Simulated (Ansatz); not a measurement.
# C2H7IN2Si: the cost of one run

All numbers below are computed with Ansatz 0.2.0 (RKS PBE-D4/def2-SVP).

## Step 1: The structure to begin with

Bond lengths: C1–Si2 1.851 Å, Si2–I3 2.447 Å, Si2–N4 1.611 Å, N4–C5 1.419 Å, C5–N6 1.485 Å, C1–H7 1.050 Å, C1–H8 1.088 Å, C1–H9 1.175 Å, N4–H10 0.945 Å, C5–H11 1.111 Å, N6–H12 0.998 Å, N6–H13 1.001 Å. Angles (14 of 18 angles, heavy atoms first): C1–Si2–I3 109.5°, C1–Si2–N4 120.6°, I3–Si2–N4 114.2°, Si2–N4–C5 103.1°, N4–C5–N6 107.9°, Si2–C1–H7 113.0°, Si2–C1–H8 108.9°, Si2–C1–H9 109.0°, Si2–N4–H10 117.2°, C5–N4–H10 109.4°, N4–C5–H11 125.3°, N6–C5–H11 117.2°, C5–N6–H12 111.3°, C5–N6–H13 110.6°.

Coordinates:

```xyz
13

C    -0.6989   -1.9607    0.6625
Si    0.7621   -0.9754    0.0966
I     1.7418    0.2025    2.0044
N     0.6863   -0.0988   -1.2524
C    -0.2998    0.8746   -0.9470
N     0.3981    2.1276   -0.5611
H    -0.4474   -2.7017    1.3630
H    -1.2059   -2.3721   -0.2082
H    -1.4671   -1.2411    1.1839
H     1.4787    0.3337   -1.5319
H    -1.2763    0.6671   -0.4591
H    -0.1574    2.9308   -0.7685
H     0.5062    2.1786    0.4327
```

## Step 2: Relaxing end A

input.yaml

```yaml
crystal:
  periodic: [false, false, false]
  atoms:
    - { symbol: C, position_ang: [-0.6989, -1.9607, 0.6625] }
    - { symbol: Si, position_ang: [0.7621, -0.9754, 0.0966] }
    - { symbol: I, position_ang: [1.7418, 0.2025, 2.0044] }
    - { symbol: "N", position_ang: [0.6863, -0.0988, -1.2524] }
    - { symbol: C, position_ang: [-0.2998, 0.8746, -0.947] }
    - { symbol: "N", position_ang: [0.3981, 2.1276, -0.5611] }
    - { symbol: H, position_ang: [-0.4474, -2.7017, 1.363] }
    - { symbol: H, position_ang: [-1.2059, -2.3721, -0.2082] }
    - { symbol: H, position_ang: [-1.4671, -1.2411, 1.1839] }
    - { symbol: H, position_ang: [1.4787, 0.3337, -1.5319] }
    - { symbol: H, position_ang: [-1.2763, 0.6671, -0.4591] }
    - { symbol: H, position_ang: [-0.1574, 2.9308, -0.7685] }
    - { symbol: H, position_ang: [0.5062, 2.1786, 0.4327] }
basis:
  gaussian: { orbitals: def2-SVP }
hamiltonian:
  xc: pbe
  dispersion: d4
relax:
  f_tol: 0.015
  max_steps: 40
```

Command:

```bash
ansatz run input.yaml --threads 2 --pin off --max-ram 3072MiB --backend cpu --events-out ev --progress --plain --runs-dir out
```

Q: Estimate wall time and peak memory on 2 threads of Arm Neoverse V2, shared host.

About 1.7 min, with a peak of 0.19 GiB.
